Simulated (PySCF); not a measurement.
# C5H7BF2: the cost of one run

Computed with PySCF 2.14.0 and routines of our own; the level stands in each step. Atoms count from 0.

## Step 1: The starting structure

15 atoms, charge 0, multiplicity 1; geometry from: GFN2-xTB.

## Step 2: Optimising the geometry at PBE0-D3(BJ)/def2-SVP

What the job is given:

```
{"job": {"xc": "PBE0", "basis": "def2-SVP", "d3": "d3bj", "grid": 2, "kind": "geom"}, "charge": 0, "multiplicity": 1}
C     -0.799670     1.270805     0.556583
B     -0.729394    -0.134466    -0.139293
C     -2.009235    -0.937808    -0.559888
C      0.666539    -0.777995    -0.439275
F      0.680164    -1.950413    -1.138487
C      1.816769    -0.272273    -0.069441
C      2.909516     0.303948     0.323635
F      3.468188     0.076764     1.528815
H      0.127644     1.577597     1.032538
H     -1.597530     1.323316     1.294591
H     -1.038563     2.028325    -0.190864
H     -2.928792    -0.359867    -0.521444
H     -1.913525    -1.370728    -1.554797
H     -2.134725    -1.788629     0.111954
H      3.478202     1.019414    -0.256541
```

Started as:

```sh
> OMP_NUM_THREADS=1 python excited_run.py task.json out
```

This one command runs all jobs of the session in turn.

Q: Estimate the wall time and peak memory of this first job on 1 thread of Arm Neoverse V1, shared host.

About 76 s, with a peak of 0.78 GiB.
